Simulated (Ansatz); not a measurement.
# Rb2CoF6: the cost of one run

Method: DFT PBEsol+U (U_eff = 6 eV on Co d), plane waves, PAW, in Ansatz 0.2.0.

1 further run of the same task is left out (it didn't finish).

**1. The system as given**

Symmetry: Fm-3m, No. 225, cubic system. Conventional cell: a = 8.460 Å, b = 8.460 Å, c = 8.460 Å, α = 90.00°, β = 90.00°, γ = 90.00°. Around Rb (site symmetry -43m) lie 12 F at 3.03 Å. Around Co (site symmetry m-3m) lie 6 F at 1.65 Å. Around F (site symmetry 4mm) lie 1 Co at 1.65 Å.

As a file:

```xyz
9
Lattice="0.0000 4.2300 4.2300 4.2300 0.0000 4.2300 4.2300 4.2300 0.0000" Properties=species:S:1:pos:R:3 pbc="T T T"
Rb    2.1150    2.1150    2.1150
Rb    6.3450    6.3450    6.3450
Co    0.0000    0.0000    0.0000
F     1.6497    4.2300    4.2300
F     4.2300    1.6497    4.2300
F     6.8103    4.2300    4.2300
F     4.2300    6.8103    4.2300
F     4.2300    4.2300    1.6497
F     4.2300    4.2300    6.8103
```

**2. Ferromagnetic start, free, symmetry kept, no search**

input.yaml reads:

```yaml
crystal:
  lattice:
    - [0.0, 4.22999968, 4.22999968]
    - [4.22999968, 0.0, 4.22999968]
    - [4.22999968, 4.22999968, 0.0]
  atoms:
    - { symbol: Rb, position: [0.25, 0.25, 0.25] }
    - { symbol: Rb, position: [0.75, 0.75, 0.75] }
    - { symbol: Co, position: [0.0, 0.0, 0.0], spin: 5.0 }
    - { symbol: F, position: [0.805, 0.195, 0.195] }
    - { symbol: F, position: [0.195, 0.805, 0.195] }
    - { symbol: F, position: [0.195, 0.805, 0.805] }
    - { symbol: F, position: [0.805, 0.195, 0.805] }
    - { symbol: F, position: [0.195, 0.195, 0.805] }
    - { symbol: F, position: [0.805, 0.805, 0.195] }
basis:
  ecutwfc: 420
  ecutrho_ratio: 4
kpoints:
  mp_grid: { grid: [4, 4, 4] }
hamiltonian:
  xc: pbesol
  hubbard: { sites: [{ site: 2, l: d, u_eff: 6.0 }] }
scf:
  occupations: { method: gaussian, width: 0.05 }
  lower_state_search: "off"
  max_iter: 150
output:
  forces: true
  stress: true
  eigenvalues: true
  populations: true
  hubbard: { sites: [{ site: 2, l: d }] }
magnetization:
  spin_polarized: true
```

The run is started by

```sh
> ansatz run input.yaml --threads 4 --pin off --max-ram 6144MiB --backend cpu --events-out ev --progress --plain --runs-dir out
```

**Question.** How long does this run take on 4 threads of Arm Neoverse V1, shared host, and how much memory does it need?

About 5.5 s, with a peak of 0.59 GiB.
